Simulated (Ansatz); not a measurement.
Predict the output of the script below (Ansatz's Python interface).

`fi_dimer.py`:
```python
import ansatz as az

FIRST = [
    ('I', (0.0, 0.0, -0.9625)),
    ('F', (0.0, 0.0, 0.9625)),
]
SECOND = [
    ('I', (1.85, 1.7634, -4.6186)),
    ('F', (0.4838, 1.0195, -3.4847)),
]

def energy(atoms, ghosts=()):
    molecule = az.Crystal.molecule()
    for symbol, xyz in atoms:
        molecule = molecule.atom(symbol, xyz)
    calc = (
        molecule.calculation()
        .basis(gaussian='def2-SVP')
        .functional('b3lyp')
    )
    deck = calc.input()
    if ghosts:
        deck = deck.set(az.key.basis.gaussian.ghost_atoms, [{'symbol': s, 'position_ang': list(xyz)} for s, xyz in ghosts])
    return az.Session.from_dict(deck).plan().execute().report['free_energy_ev']

both = energy(FIRST + SECOND)
alone = energy(FIRST) + energy(SECOND)
ghosted = energy(FIRST, SECOND) + energy(SECOND, FIRST)
print(f'dimer {both:.6f} eV')
print(f'interaction, uncorrected   {96.485332 * (both - alone):8.3f} kJ/mol')
print(f'interaction, counterpoise  {96.485332 * (both - ghosted):8.3f} kJ/mol')
print(f'basis-set superposition    {96.485332 * (alone - ghosted):8.3f} kJ/mol')
```

```console
$ python fi_dimer.py
dimer -21633.578397 eV
interaction, uncorrected    -17.249 kJ/mol
interaction, counterpoise    -9.238 kJ/mol
basis-set superposition       8.011 kJ/mol
```

Uncorrected it is -17.249 kJ/mol, with the counterpoise correction -9.238 kJ/mol; the difference, 8.011 kJ/mol, is the superposition error.

Caveats:
- Total energies depend on the basis set; only differences at equal settings carry meaning.
- The dimer is a generated trial pose of unrelaxed monomers, not a minimum, so the figure is no binding energy, and the basis set is small.
- def2 sets replace the cores of elements past krypton by effective core potentials.
- b3lyp holds the VWN-RPA fit, as in Gaussian; the form of ORCA and Turbomole is b3lyp5.
- This level lacks the dispersion part of the attraction (electrostatics and induction are there), which can decide the sign where the interaction is weak.
- The spin state was assumed, and another may lie lower.
- Finished in 8.4 s on 1 thread of Arm Neoverse V1, on a shared host, peak memory 0.22 GiB.
